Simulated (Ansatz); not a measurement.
Here is an Ansatz 0.2.0 calculation.

The input input.yaml:

```yaml
crystal:
  lattice:
    - [0.0, 3.235, 3.235]
    - [3.235, 0.0, 3.235]
    - [3.235, 3.235, 0.0]
  atoms:
    - { symbol: Bi, position: [0.0, 0.0, 0.0] }
    - { symbol: Te, position: [0.5, 0.5, 0.5] }
hamiltonian:
  xc: pbe
  pseudopotentials: { kind: paw }
kpoints:
  mp_grid: { grid: [5, 5, 5] }
scf:
  occupations: { method: fermi_dirac, width: 0.05 }
output:
  forces: true
  stress: true
  eigenvalues: true
relax:
  f_tol: 0.01
  max_steps: 40
  cell: { stress_tol: 0.05 }
```

Potentials or basis: Ansatz PAW.

The run is started by

```console
$ ansatz run input.yaml --threads 2 --pin off --max-ram 5632MiB --backend cpu --events-out ev --progress --plain --runs-dir out
```

(1) Estimate the relaxed cell.

(2) Predict the relaxed volume.

(3) Predict the space group after relaxing (to 0.05 Å).

Answers

(1) a = 4.596 Å, b = 4.596 Å, c = 4.596 Å, α = 60.00°, β = 60.00°, γ = 60.00°.

(2) 34.32 Å³/atom.

(3) Fm-3m (No. 225).

Caveat: spin-orbit coupling is left out, which moves the levels of the heavy elements.
